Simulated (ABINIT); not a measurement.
Write the native input for ABINIT 10.8.3 (patched build) that does the following.

| Property | Result |
| --- | --- |
| Task | band structure |
| Functional | PBE |
| Potentials or basis | JTH PAW PBE v2.0 |
| Cutoff | 599 eV |
| k mesh | 6 × 6 × 6 |
| Occupations | fermi-dirac, width 0.05 eV |
| Spin | no spin polarisation |
| Fine-grid cutoff | 1197.3 eV |

The system is Sn3Se.

```
Sn Se
1.0
     0.00000    3.73314    3.73314
     3.73314    0.00000    3.73314
     3.73314    3.73314    0.00000
Sn Se
3 1
Direct
  0.50000 0.50000 0.50000
  0.75000 0.75000 0.75000
  0.25000 0.25000 0.25000
  0.00000 0.00000 0.00000
```

The cell comes from a database or a generator and needn't be the stable form of this composition.

These files were run (other wordings do the same):

run.abi

```
ndtset 2

pp_dirpath "./"
pseudos "Sn.GGA_PBE-JTH.xml, Se.GGA_PBE-JTH.xml"

acell 5.2794543898 5.2794543898 5.2794543898 Angstrom
rprim
     0.0000000000     0.7071067812     0.7071067812
     0.7071067812     0.0000000000     0.7071067812
     0.7071067812     0.7071067812     0.0000000000
ntypat 2
znucl 50 34
natom 4
typat 1 1 1 2
xred
     0.5000000000     0.5000000000     0.5000000000
     0.7500000000     0.7500000000     0.7500000000
     0.2500000000     0.2500000000     0.2500000000
     0.0000000000     0.0000000000     0.0000000000

ecut 22.0
pawecutdg 44.0
pawxcdev 0

ixc 11

occopt 3
tsmear 0.00183747

nstep 100

iomode 3
prtwf 0
prteig 0
prtebands 0
prtden1 1

kptopt1 1
ngkpt1 6 6 6
nshiftk1 1
shiftk1 0.0 0.0 0.0
nband1 29
tolvrs1 1.0e-9

iscf2 -2
getden2 1
nband2 35
nbdbuf2 4
tolwfr2 1.0e-11
kptopt2 -9
ndivsm2 8
prteig2 1
prtvol2 -3
kptbounds2
     0.0000000000     0.0000000000     0.0000000000
     0.5000000000     0.0000000000     0.5000000000
     0.5000000000     0.2500000000     0.7500000000
     0.3750000000     0.3750000000     0.7500000000
     0.0000000000     0.0000000000     0.0000000000
     0.5000000000     0.5000000000     0.5000000000
     0.6250000000     0.2500000000     0.6250000000
     0.5000000000     0.2500000000     0.7500000000
     0.5000000000     0.5000000000     0.5000000000
     0.3750000000     0.3750000000     0.7500000000
```

Potentials or basis: JTH PAW PBE v2.0.

Command:

```console
$ abinit run.abi > log 2>&1
```

It gave:

```json
{"Pressure": "-0.2 GPa", "Band gap on the k mesh": "none (metal or under the smearing width)", "Valence electrons inside the program's atomic spheres": "Sn 11.88, 11.79; Se 3.82"}
```

Caveat: spin-orbit coupling is left out, which moves the levels of the heavy elements.

It took 8.6 min on 1 thread of Arm Neoverse V1, with other jobs on the host, peak memory 0.41 GiB.
